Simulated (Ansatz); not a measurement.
## In3As in Ansatz: the effect of functional

The system is In3As.

```
In As
1.0
     4.76331    0.00000    0.00000
     0.00000    4.76331    0.00000
     0.00000    0.00000    4.76331
In As
3 1
Direct
  0.50000 0.50000 0.00000
  0.50000 0.00000 0.50000
  0.00000 0.50000 0.50000
  0.00000 0.00000 0.00000
```

The cell comes from a database or a generator and needn't be the stable form of this composition.

The cell isn't the ideal one: volume scaled by 1.06.

Alike in all runs:

| Property | Result |
| --- | --- |
| Program | Ansatz 0.2.0 |
| Task | single point |
| Potentials or basis | Ansatz PAW |
| k mesh | 6 × 6 × 6 |
| Occupations | fermi-dirac, width 0.05 eV |
| Spin | no spin polarisation |

```tsv
functional	cutoff	pressure (GPa)
LDA	420 eV (not typed: the program's choice for these potentials)	-5.6
r2SCAN	500 eV (not typed: the program's choice for these potentials)	?
PBE	420 eV (not typed: the program's choice for these potentials)	-1.6
```

Question: What does the run with functional r2SCAN give?

Answer: Pressure -2.9 GPa.

Caveats: the PAW data sets come from PBE, with cores solved anew for the run's functional, which leaves a small shift of forces and pressure (some runs).
